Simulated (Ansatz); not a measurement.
# CH₄FNSSi: one species, many methods

Aim: compute CH₄FNSSi with functionals from several rungs and with coupled cluster, and see how far each lands from CCSD(T) at the basis-set limit for the atomisation energy.

The runs use Ansatz 0.2.0, Gaussian basis; functionals in def2-TZVPP, the program's frozen cores in correlated methods.

Levels to be run: PBE-D4, r2SCAN-D4, PBE0-D4, B3LYP-D4, ωB97X-V, ωB97M-V, B2PLYP; CCSD(T)/def2-TZVPP; MP2/def2-QZVPP; extrapolation to the limit.

### Step 1. The relaxed structure

All runs share one geometry, relaxed beforehand with PBE0-D4 in a triple-zeta def2 set.

SMILES `FC1N[SiH2]S1`, 9 atoms, charge 0, spin multiplicity 1.

Atoms are counted from 1 here; the program's logs count them from 0.

Bond lengths: F1–C2 1.376 Å, C2–N3 1.415 Å, C2–S5 1.848 Å, C2–H6 1.093 Å, N3–Si4 1.721 Å, N3–H7 1.006 Å, Si4–S5 2.133 Å, Si4–H8 1.485 Å, Si4–H9 1.485 Å. Angles: F1–C2–N3 112.5°, F1–C2–S5 111.0°, F1–C2–H6 105.7°, N3–C2–S5 101.5°, N3–C2–H6 115.6°, S5–C2–H6 110.8°, C2–N3–Si4 101.6°, C2–N3–H7 119.7°, Si4–N3–H7 136.1°, N3–Si4–S5 81.8°, N3–Si4–H8 115.5°, N3–Si4–H9 116.9°, S5–Si4–H8 115.4°, S5–Si4–H9 117.7°, H8–Si4–H9 108.0°, C2–S5–Si4 75.1°.

As a file:

```xyz
9
CH4FNSSi
F     0.0417    2.2175    0.4375
C     0.2183    1.0928   -0.3345
N     0.6989   -0.0074    0.4142
Si   -0.5453   -1.1682    0.1588
S    -1.4025    0.4449   -0.9421
H     0.8489    1.4054   -1.1713
H     1.6609   -0.0283    0.7061
H    -0.1582   -2.3547   -0.6463
H    -1.2740   -1.6483    1.3605
```

### Step 2. PBE-D4 (GGA)

in.yaml reads:

```yaml
crystal:
  periodic: [false, false, false]
  atoms:
    - {symbol: F, position_ang: [0.041651, 2.217469, 0.437522]}
    - {symbol: C, position_ang: [0.218264, 1.092771, -0.334530]}
    - {symbol: N, position_ang: [0.698854, -0.007425, 0.414215]}
    - {symbol: Si, position_ang: [-0.545304, -1.168196, 0.158764]}
    - {symbol: S, position_ang: [-1.402535, 0.444880, -0.942091]}
    - {symbol: H, position_ang: [0.848879, 1.405359, -1.171278]}
    - {symbol: H, position_ang: [1.660861, -0.028275, 0.706138]}
    - {symbol: H, position_ang: [-0.158180, -2.354670, -0.646306]}
    - {symbol: H, position_ang: [-1.273989, -1.648312, 1.360466]}
basis:
  gaussian: {orbitals: def2-TZVPP}
hamiltonian: {xc: pbe, dispersion: d4}
output: {forces: true, orbitals: {seedname: orbitals}}
```

Launch:

```console
$ ansatz run in.yaml --threads 4 --pin off --events-out ev --progress --plain --max-ram 10444MiB
```

The runs that follow: r2SCAN-D4 (meta-GGA); PBE0-D4 (hybrid); B3LYP-D4 (hybrid); ωB97X-V (range-separated); ωB97M-V (range-separated); B2PLYP (double hybrid); CCSD(T) in def2-TZVPP; MP2 in def2-QZVPP.

Before running them: what should the planned runs give, taken together? Wanted: atomisation energy, CCSD(T)/CBS; farthest; mean size of error, hybrid; mean size of error, range-separated; gap, smallest and largest; T1 diagnostic; triples share of the correlation energy.

**Answer**, as computed:

| quantity | value |
| --- | --- |
| atomisation energy, CCSD(T)/CBS | 33.013 eV |
| functionals within 0.165 eV (0.5 %) | r2SCAN-D4, PBE0-D4, B3LYP-D4 |
| farthest | PBE-D4 (+0.962 eV) |
| mean size of error, hybrid | 0.112 eV |
| mean size of error, range-separated | 0.310 eV |
| gap, smallest and largest | 4.66 eV (PBE-D4), 11.19 eV (ωB97X-V) |
| T1 diagnostic | 0.0123 |
| triples share of the correlation energy | 4.0 % |

**Reading.** PBE-D4 misses by +0.962 eV. Double hybrids carry the basis error of their MP2 part in triple zeta, and no dispersion term here, so their miss is partly the set-up's. The reference freezes the cores and leaves out relativity and excitations past (T), so misses under about 0.165 eV can't be ranked. Hartree-Fock recovers 68 % of the binding; the rest is correlation. Orbital gaps span 4.7 to 11.2 eV; exact exchange widens them.
